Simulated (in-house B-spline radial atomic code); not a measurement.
# Ba⁹⁺: ionisation energy by several methods

The task here is to estimate one member of a computed series from the others.

Method: non-relativistic, several functionals, spin-polarised, exact exchange averaged over the configuration; spherical all-electron atom at the radial basis limit. Code: in-house B-spline radial atomic code version 1.

## What is computed

| Item | Value |
| --- | --- |
| element | barium (Z = 56) |
| charge | +9 |
| electrons | 47 |
| configuration | [Kr] 4d10 5s1 |
| nucleus | point |

Outer shells as boxes (Hund's rule):

[Kr] 4d10 5s1
```
[Kr] core
4d [↑↓][↑↓][↑↓][↑↓][↑↓]
5s [↑ ]
```

Where spins are not typed, each open shell is filled with up spins first.

Set-up of the first run:

The run's settings:

```ini
Z = 56
electrons = 47.0
configuration = [Kr] 4d10 5s1
hamiltonian = nr
method = b3lyp
spin_polarised = True
exact_exchange = averaged over the configuration
```

On the command line:

```console
$ python run_scf.py task.json out
```

The settings of every run stand in task.json; they run in order.

Steps of the session up to this table: B3LYP, a global hybrid; BHandHLYP, a global hybrid; r2SCAN0, a global hybrid; ωB97X, a range-separated hybrid; TPSSh, a global hybrid.

One of the session's tables, all rows but one given; the rest of the session is left out.

```
   method  ΔSCF (eV)
    B3LYP     142.80
BHandHLYP          ?
  r2SCAN0     141.37
    TPSSh     141.80
    ωB97X     140.82
```

**Question.** Estimate the row for BHandHLYP.

As computed: ΔSCF (eV): 142.08. In the column «ΔSCF (eV)» it lies between TPSSh (141.80) and B3LYP (142.80).

Caveats from the session: These runs leave out relativity, which matters at this nuclear charge.
